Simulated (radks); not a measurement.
# Pb⁴⁺ in [Xe] 4f14 5d9 6p1: an all-electron calculation

An exercise on one series of results from a longer session: the logs are not shown, and one member is left open.

The numbers are computed with radks (a radial shooting solver on a logarithmic mesh, Libxc functionals) version 1 (non-relativistic Kohn-Sham, revPBE, spin-unpolarised, spherical densities, point nucleus), except any that are marked as measured or tabulated.

**The system**

```
element       : lead (Z = 82)
charge        : +4
electrons     : 78
configuration : [Xe] 4f14 5d9 6p1
```

Outer shells as boxes (Hund's rule):

Pb⁴⁺
```
[Xe] core
4f [↑↓][↑↓][↑↓][↑↓][↑↓][↑↓][↑↓]
5d [↑↓][↑↓][↑↓][↑↓][↑ ]
6p [↑ ][  ][  ]
```

The first run:

Settings of this run:

```text
Z 82
configuration [Xe] 4f14 5d9 6p1
relativity non-relativistic
functional pbe_r,pbe
spin unpolarised
nucleus point
```

On the command line:

```bash
$ python run_ks.py task.json out
```

The same process makes all the runs of this session.

Steps of the session up to this table: Self-consistent calculation.

One table of the session follows, with a row left open; its other results are not shown here.

It belongs to the step «Radial structure». From the orbitals of this run (lengths in bohr):

| level | <r> | outermost maximum (interpolated) | 90 % within | nodes |
| --- | --- | --- | --- | --- |
| 1s | 0.01846 | 0.0123 | 0.0328 | 0 |
| 2s | 0.07762 | 0.0665 | 0.119 | 1 |
| 2p | 0.06555 | 0.0516 | 0.106 | 0 |
| 3s | 0.1952 | 0.181 | 0.284 | 2 |
| 3p | 0.1858 | 0.170 | 0.276 | 1 |
| 3d | 0.1619 | 0.134 | 0.250 | 0 |
| 4s | 0.4266 | 0.402 | 0.609 | 3 |
| 4p | 0.4293 | 0.401 | 0.620 | 2 |
| 4d | ? | ? | ? | ? |
| 4f | 0.4437 | 0.345 | 0.701 | 0 |
| 5s | 0.9444 | 0.874 | 1.34 | 4 |
| 5p | 1.009 | 0.918 | 1.45 | 3 |
| 5d | 1.221 | 1.05 | 1.81 | 2 |
| 6p | 2.466 | 2.25 | 3.51 | 4 |

Estimate the missing values for 4d.

The run gave: <r>: 0.4335; outermost maximum (interpolated): 0.391; 90 % within: 0.644; nodes: 1. In the column «<r>» it lies between 4p (0.4293) and 4f (0.4437).
